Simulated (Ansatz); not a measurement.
# SiNH2Cl (SMILES N[Si]Cl): HSE06/STO-3G

What is the electronic atomisation energy of SiNH2Cl at HSE06/STO-3G? 

The calculation is run with Ansatz 0.2.0.

66 further runs of the same task are left out: 66 set aside as unsound or not needed.

## Step 1: Starting point

The species is SiNH2Cl (5 atoms), meant as a singlet with charge 0. SMILES: `N[Si]Cl`. The shape is that of a PBE0-D4/def2-TZVP optimisation. This is one conformer, not always the lowest.

Bond lengths: N1–Si2 1.701 Å, Si2–Cl3 2.104 Å, N1–H4 1.009 Å, N1–H5 1.010 Å. Angles: N1–Si2–Cl3 98.2°, Si2–N1–H4 121.0°, Si2–N1–H5 126.0°, H4–N1–H5 113.0°.

## Step 2: A single-point energy at HSE06/STO-3G

molecule.yaml reads:

```yaml
crystal:
  periodic: [false, false, false]
  atoms:
    - {symbol: "N", position_ang: [-0.148200, 0.583400, -0.233900]}
    - {symbol: Si, position_ang: [-0.116200, -0.341800, 1.192600]}
    - {symbol: Cl, position_ang: [0.649000, -2.124500, 0.377300]}
    - {symbol: H, position_ang: [-0.473300, 1.538600, -0.227400]}
    - {symbol: H, position_ang: [0.138600, 0.270600, -1.150000]}
basis:
  gaussian:
    orbitals: STO-3G
hamiltonian:
  xc: {name: HSE06}
accuracy: high
```

Started as:

```console
$ ansatz run molecule.yaml --threads 1 --pin off --max-ram 2610MiB --events-out events.jsonl --progress --plain --runs-dir runs
```

Output:

```text
Warning: RAYON_NUM_THREADS=1 ignored (pool sized by the plan → 1); use --threads N
Functional definition: HSE06
  name "HSE06"
  parameter a = 0.25
  parameter omega = 0.11/bohr
  exchange = pbe_x - a*pbe_x_sr(omega) + a*exact_x_sr(omega)
  correlation = pbe_c
457 factors; integrals over basis functions are off by at most 1.2e-8 eV
64 factors; integrals over basis functions are off by at most 1.4e-9 eV
mean field evaluation 1: about -21665.8129 eV, gradient 2.1e1 eV
mean field evaluation 2: about -21662.2830 eV, gradient 4.1e1 eV
mean field evaluation 4: about -21667.5721 eV, gradient 1.0e0 eV
mean field evaluation 8: about -21667.5739 eV, gradient 1.7e-3 eV
mean field evaluation 16: about -21667.5739 eV, gradient 2.7e-8 eV
mean field -21667.57390179 eV, -796.2686540817 hartree, gradient 2.7e-8 eV, S^2 0.000000; 0 other end points of the search recorded, 0 dependent functions left out
reference -21667.57390373 eV, -796.2686541530 hartree; 20, 20 occupied and 5, 5 virtual orbitals, 457 factors
Total energy: -21667.57390373 eV, -796.2686541530 hartree
```

It took 1.8 s on 1 thread of Arm Neoverse V1, shared host; peak memory 0.1 GiB.

## Step 3: The Cl atom

run.yaml reads:

```yaml
crystal:
  periodic: [false, false, false]
  atoms:
    - symbol: Cl
      position_ang: [0.000000, 0.000000, 0.000000]
basis:
  gaussian:
    orbitals: STO-3G
accuracy: high
hamiltonian:
  xc: {name: HSE06}
magnetization:
  spin_polarized: true
  initial_magnetization: 1
```

Run the same way, it converges to -454.98149 Eh (log not shown).

## Step 4: The H atom, same level

job.yaml reads:

```yaml
crystal:
  periodic: [false, false, false]
  atoms:
    - {symbol: H, position_ang: [0.000000, 0.000000, 0.000000]}
basis:
  gaussian: {orbitals: STO-3G}
accuracy: high
magnetization: {spin_polarized: true, initial_magnetization: 1}
hamiltonian: {xc: {name: HSE06}}
```

Run the same way, it converges to -0.46620 Eh (log not shown).

## Step 5: The N atom

molecule.yaml reads:

```yaml
crystal:
  periodic: [false, false, false]
  atoms:
    - symbol: "N"
      position_ang: [0.000000, 0.000000, 0.000000]
basis:
  gaussian:
    orbitals: STO-3G
hamiltonian:
  xc: hse06
magnetization:
  spin_polarized: true
  initial_magnetization: 3
accuracy: high
```

Started as:

```console
$ ansatz run molecule.yaml --threads 1 --pin off --max-ram 2610MiB --events-out events.jsonl --progress --plain --runs-dir runs
```

Output, shortened:

```text
Warning: RAYON_NUM_THREADS=1 ignored (pool sized by the plan → 1); use --threads N
[... 6 set-up lines as earlier in the session ...]
15 factors; integrals over basis functions are off by at most 1.1e-9 eV
13 factors; integrals over basis functions are off by at most 2.7e-10 eV
mean field evaluation 1: about -1464.9565 eV, gradient 5.6e-10 eV
mean field evaluation 2: about -1464.9563 eV, gradient 1.4e-9 eV
mean field -1464.95630955 eV, -53.8361513930 hartree, gradient 0.0e0 eV, S^2 3.750000; 0 other end points of the search recorded, 0 dependent functions left out
reference -1464.95631042 eV, -53.8361514248 hartree; 5, 2 occupied and 0, 3 virtual orbitals, 15 factors
Total energy: -1464.95631042 eV, -53.8361514248 hartree
```

Wall time 0.28 s (1 thread of Arm Neoverse V1, shared host).

## Step 6: The Si atom

input.yaml reads:

```yaml
basis:
  gaussian:
    orbitals: STO-3G
crystal:
  periodic: [false, false, false]
  atoms:
    - symbol: Si
      position_ang: [0.000000, 0.000000, 0.000000]
magnetization:
  spin_polarized: true
  initial_magnetization: 2
hamiltonian:
  xc: hse06
accuracy: high
```

Started as:

```console
$ ansatz run input.yaml --threads 1 --pin off --max-ram 2610MiB --events-out events.jsonl --progress --plain --runs-dir runs
```

Output, shortened:

```text
Warning: RAYON_NUM_THREADS=1 ignored (pool sized by the plan → 1); use --threads N
[... 6 set-up lines as earlier in the session ...]
42 factors; integrals over basis functions are off by at most 2.5e-9 eV
19 factors; integrals over basis functions are off by at most 2.3e-10 eV
mean field evaluation 1: about -7777.4736 eV, gradient 2.3e-1 eV
mean field evaluation 2: about -7777.4737 eV, gradient 9.7e-3 eV
mean field evaluation 4: about -7777.4729 eV, gradient 2.6e-4 eV
mean field evaluation 8: about -7777.4729 eV, gradient 4.3e-9 eV
mean field -7777.47292407 eV, -285.8168581992 hartree, gradient 4.3e-9 eV, S^2 2.000001; 0 other end points of the search recorded, 0 dependent functions left out
reference -7777.47292555 eV, -285.8168582533 hartree; 8, 6 occupied and 1, 3 virtual orbitals, 42 factors
Total energy: -7777.47292555 eV, -285.8168582533 hartree
```

It took 0.6 s on 1 thread of Arm Neoverse V1, shared host.

## Step 7: Summary of results

Level: HSE06/STO-3G.

| quantity | value |
| --- | --- |
| molecule: total energy | -796.26865 Eh |
| Cl atom: total energy | -454.98149 Eh |
| Cl atom: ⟨S²⟩ | 0.750 |
| H atom: total energy | -0.46620 Eh |
| H atom: ⟨S²⟩ | 0.750 |
| N atom: total energy | -53.83615 Eh |
| N atom: ⟨S²⟩ | 3.750 |
| Si atom: total energy | -285.81686 Eh |
| Si atom: ⟨S²⟩ | 2.000 |
| electronic atomisation energy | 19.095 eV |

**Reading.** Taking the molecule apart into free atoms costs 19.10 eV (440 kcal/mol), before zero-point energy and without spin-orbit coupling. In a minimal basis such a difference can be off by several eV, whatever the method.
